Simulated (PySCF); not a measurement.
**MgBi+: bond curves at several levels of theory**

One table from this session's results is given with a row withheld; the runs are named, their logs left out.

The runs use PySCF 2.14.0; Mg def2-SVPD, Bi def2-SVPD with ECP60, scalar-relativistic core potentials.

Set-up of the first run:

A driver script around PySCF takes these settings:

```
atoms                         : Mg, Bi
charge                        : 1
basis                         : Mg def2-SVPD, Bi def2-SVPD with ECP60
Hamiltonian                   : scalar-relativistic core potentials
basis functions               : 53
electrons treated             : 34
masses in u                   : 23.9850, 208.9804
levels                        : PBE0, PBE, r²SCAN, M06-L, revPBE, B3LYP, HF, MP2, SCS-MP2, CCSD, CCSD(T)
grid                          : 80 radial by 434 angular points
occupations                   : held fixed by the projection of orbital angular momentum
dissociation limit            : Mg + Bi+, each in its ground configuration
starting distance in angstrom : 2.915
values of 2S to try           : 0, 2
```

Run with:

```sh
> OMP_NUM_THREADS=1 python dia.py task.json out
```

Steps of the session up to this table: Input; PBE0 along the bond; Other states along the same grid; PBE (GGA); r²SCAN; M06-L; revPBE (GGA); B3LYP; ROHF (mean field); Adding correlation.

One table of the session follows, with a row left open; its other results are not shown here.

It belongs to the step «The curves together». Energy (eV) from each level's lowest point:

```
R (Å)   ROHF  ROHF-MP2  ROHF-SCS-MP2  ROHF-CCSD  ROHF-CCSD(T)
2.446  0.581     0.545         0.580        n/a           n/a
2.560  0.271     0.241         0.267      0.303         0.304
2.673  0.095     0.075         0.092      0.117         0.117
2.759  0.027     0.016         0.025      0.040         0.041
2.844  0.000     0.000         0.000      0.005         0.005
2.929  0.003     0.015         0.006      0.000         0.000
3.043  0.042     0.072         0.050      0.028         0.028
3.185      ?         ?             ?          ?             ?
3.356  0.263     0.340         0.286      0.218         0.215
3.583  0.466     0.574         0.499        n/a           n/a
```

Q: Estimate the row for R (Å) = 3.185 from the others.

Worked estimate for «ROHF». A straight line through the neighbours (3.043, 0.042) and (3.356, 0.263) gives 0.042 + (0.263 − 0.042) × (3.185 − 3.043) / (3.356 − 3.043) = 0.142; a parabola fitted to 4 rows on both sides gives 0.133.

As computed: ROHF: 0.128; ROHF-MP2: 0.180; ROHF-SCS-MP2: 0.143; ROHF-CCSD: 0.100; ROHF-CCSD(T): 0.099. In «ROHF» the line misses by +0.014 and the parabola by +0.005.
